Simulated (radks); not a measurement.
# Tc³⁺ in [Kr] 4d4: an all-electron calculation

An exercise on one series of results from a longer session: the logs are not shown, and one member is left open.

The numbers are computed with radks (a radial shooting solver on a logarithmic mesh, Libxc functionals) version 1 (Dirac Kohn-Sham, HCTH/407, spin-unpolarised, spherical densities, finite nucleus; open shells are shared between the two j in proportion to 2j + 1), except any that are marked as measured or tabulated.

## Starting point

- element: technetium (Z = 43)
- charge: +3
- electrons: 40
- configuration: [Kr] 4d4
- nuclear rms radius: 4.4112 fm

Outer shells as boxes (Hund's rule):

Tc³⁺
```
[Kr] core
4d [↑ ][↑ ][↑ ][↑ ][  ]
```

The first run:

Settings of this run:

```text
Z 43
configuration [Kr] 4d4 5s0 5p0
relativity Dirac
functional hcth_407
spin unpolarised
j_filling average
nucleus finite rms 4.4112 fm
c 137.035999084
```

The run is started by

```bash
python run_ks.py task.json out
```

This one command runs every case of the session in turn.

One of the session's tables, all rows but one given; the rest of the session is left out.

It belongs to the step «Radial structure». Sizes of the orbitals, from the radial functions (bohr):

```
level      <r>  outermost maximum (interpolated)  90 % within  nodes
1s1/2  0.03430                            0.0223       0.0615      0
2s1/2   0.1493                             0.126        0.231      1
2p1/2   0.1271                            0.0981        0.208      0
2p3/2   0.1317                             0.102        0.214      0
3s1/2   0.4148                             0.372        0.613      2
3p1/2   0.4084                             0.359        0.617      1
3p3/2   0.4189                             0.369        0.632      1
3d3/2   0.3957                             0.309        0.631      0
3d5/2   0.3991                             0.312        0.636      0
4s1/2    1.050                             0.948         1.52      3
4p1/2    1.135                              1.00         1.67      2
4p3/2    1.162                              1.03         1.71      2
4d3/2    1.497                              1.22         2.31      1
4d5/2    1.509                              1.23         2.33      1
5s1/2        ?                                 ?            ?      ?
5p1/2    2.985                              2.77         4.24      3
5p3/2    3.037                              2.82         4.31      3
```

Estimate the missing values for 5s1/2.

**Answer.** <r>: 2.627; outermost maximum (interpolated): 2.41; 90 % within: 3.74; nodes: 4. In the column «<r>» it lies between 4d5/2 (1.509) and 5p1/2 (2.985).

Caveats from the session: Spin polarisation and multiplet splitting are left out.
